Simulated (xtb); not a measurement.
# GFN-FF run of C2H6F2Zr (SMILES [CH3][Zr]([CH3])([F])[F])

What is the energy change on altering one bond length of C2H6F2Zr at GFN-FF? 

Program for the calculation: xtb 6.7.1.

4 further runs of the same task are left out: 4 set aside as unsound or not needed.

### Step 1. The molecule

The species is C2H6F2Zr (11 atoms), meant as a singlet with charge 0. As SMILES, `[CH3][Zr]([CH3])([F])[F]`. Geometry: a GFN2-xTB relaxation, a rough one for these elements and not checked as a minimum.

Bond lengths: C1–Zr2 2.215 Å, Zr2–C3 2.219 Å, Zr2–F4 1.876 Å, Zr2–F5 1.876 Å, C1–H6 1.104 Å, C1–H7 1.107 Å, C1–H8 1.104 Å, C3–H9 1.104 Å, C3–H10 1.106 Å, C3–H11 1.104 Å. Some angles: C1–Zr2–C3 107.9°, C1–Zr2–F4 107.2°, C1–Zr2–F5 107.1°, C3–Zr2–F4 107.4°, C3–Zr2–F5 107.3°, F4–Zr2–F5 119.6°, Zr2–C1–H6 112.6°, Zr2–C1–H7 108.6°, Zr2–C1–H8 113.2°, Zr2–C3–H9 113.4°.

### Step 2. Energy and gradient at GFN-FF

Contents of struc.tmol:

```
$coord
     -3.152535607407      1.363588577007      0.494295662418  c
      0.462926208750      0.656604239262     -1.494225344003  zr
      2.736096661323     -1.966921436817      0.858691551030  c
     -0.315867721731     -1.032980991504     -4.510927437572  f
      2.204119859980      3.741260884273     -1.614903254321  f
     -2.903205142524      2.491773970670      2.230576025725  h
     -4.412245939344      2.445929214887     -0.777319944104  h
     -4.156263638502     -0.388565485746      1.019110401749  h
      2.383417074684     -1.763794775681      2.904357875460  h
      4.765719210955     -1.586651848758      0.535548383719  h
      2.387801239293     -3.960242347594      0.354796079898  h
$end
```

Started as:

```sh
$ xtb struc.tmol --grad --gfnff --parallel 1 | tee xtb.out
```

What it wrote:

```text
* xtb version 6.7.1
[...]
         ::                     SUMMARY                     ::
         :::::::::::::::::::::::::::::::::::::::::::::::::::::
         :: total energy              -1.663635743998 Eh    ::
         :: gradient norm              0.040382622576 Eh/a0 ::
         ::.................................................::
         :: bond energy               -1.542034770937 Eh    ::
         :: angle energy               0.000781983745 Eh    ::
         :: torsion energy             0.000707412809 Eh    ::
         :: repulsion energy           0.042455481121 Eh    ::
         :: electrostat energy        -0.161367446423 Eh    ::
         :: dispersion energy         -0.004165781510 Eh    ::
         :: HB energy                  0.000000000000 Eh    ::
         :: XB energy                  0.000000000000 Eh    ::
         :: bonded atm energy         -0.000012622804 Eh    ::
         :: external energy            0.000000000000 Eh    ::
         :: add. restraining           0.000000000000 Eh    ::
         :: total charge               0.000000000000 e     ::
[...]
molecular dipole:
                 x           y           z       tot (Debye)
 q only:       -0.455      -0.660       1.481       4.281
           -------------------------------------------------
          | TOTAL ENERGY               -1.663635743998 Eh   |
          | GRADIENT NORM               0.040382622576 Eh/α |
           -------------------------------------------------
########################################################################
[WARNING] Runtime exception occurred
-1- gfnff_setup: Could not read topology file.
########################################################################
[...]
```

Standard error:

```text
normal termination of xtb
```

Run time: 0.035 s. Hardware: 1 thread of Intel Xeon Platinum 8375C at 2.90GHz (Ice Lake), shared host.

### Step 3. The distorted shape, same level

Contents of xtb.inp:

```
$chrg 0
$spin 0
$end
```

Contents of start.xyz:

```xyz
11

C     -1.58856300     0.86068600     0.21990400
Zr     0.32465700     0.48656600    -0.83237600
C      1.52756700    -0.90174400     0.41273400
F     -0.08746300    -0.40752400    -2.42874600
F      1.24605700     2.11889600    -0.89623600
H     -1.45662300     1.45769600     1.13870400
H     -2.25517300     1.43343600    -0.45300600
H     -2.19940000    -0.20562000     0.53929000
H      1.34093700    -0.79425400     1.49525400
H      2.60159700    -0.70051400     0.24173400
H      1.34325700    -1.95656400     0.14608400
```

Started as:

```sh
$ xtb --gff --grad -I xtb.inp -- start.xyz > xtb.out 2> xtb.err
```

What it wrote:

```text
* xtb version 6.7.1
[...]
         ::                     SUMMARY                     ::
         :::::::::::::::::::::::::::::::::::::::::::::::::::::
         :: total energy              -1.647284481359 Eh    ::
         :: gradient norm              0.131487002597 Eh/a0 ::
         ::.................................................::
         :: bond energy               -1.520974665279 Eh    ::
         :: angle energy               0.000763206484 Eh    ::
         :: torsion energy             0.000705183222 Eh    ::
         :: repulsion energy           0.037715092839 Eh    ::
         :: electrostat energy        -0.161302372167 Eh    ::
         :: dispersion energy         -0.004179470028 Eh    ::
         :: HB energy                  0.000000000000 Eh    ::
         :: XB energy                  0.000000000000 Eh    ::
         :: bonded atm energy         -0.000011456431 Eh    ::
         :: external energy            0.000000000000 Eh    ::
         :: add. restraining           0.000000000000 Eh    ::
         :: total charge              -0.000000000000 e     ::
[...]
molecular dipole:
                 x           y           z       tot (Debye)
 q only:       -0.454      -0.662       1.481       4.283
           -------------------------------------------------
          | TOTAL ENERGY               -1.647284481359 Eh   |
          | GRADIENT NORM               0.131487002597 Eh/α |
           -------------------------------------------------
########################################################################
[WARNING] Runtime exception occurred
-1- gfnff_setup: Could not read topology file.
########################################################################
[...]
```

Standard error:

```text
normal termination of xtb
```

Run time: 0.035 s. Hardware: 1 thread of Intel Xeon Platinum 8375C at 2.90GHz (Ice Lake), shared host.

### Step 4. Outcome

Level: GFN-FF.

| quantity | value |
| --- | --- |
| first shape: steric energy (arbitrary zero) | -1.66364 Eh |
| first shape: dipole moment (from atomic charges) | 4.28 D |
| first shape: dispersion energy | -10.94 kJ/mol |
| first shape: largest force on an atom | 1.049 eV/Å |
| distorted shape: steric energy (arbitrary zero) | -1.64728 Eh |
| distorted shape: dipole moment (from atomic charges) | 4.28 D |
| distorted shape: dispersion energy | -10.97 kJ/mol |
| distorted shape: largest force on an atom | 4.722 eV/Å |
| energy change with the C1–H8 bond stretched from 1.104 to 1.270 Å | 0.445 eV |

**Reading.** With the C1–H8 bond stretched from 1.104 to 1.270 Å the energy rises by 0.44 eV (10.3 kcal/mol). The first shape isn't relaxed at this level, so the change isn't measured from a minimum. The largest force (first shape) is 1.05 eV/Å: the shape isn't a stationary point for this species at this level.
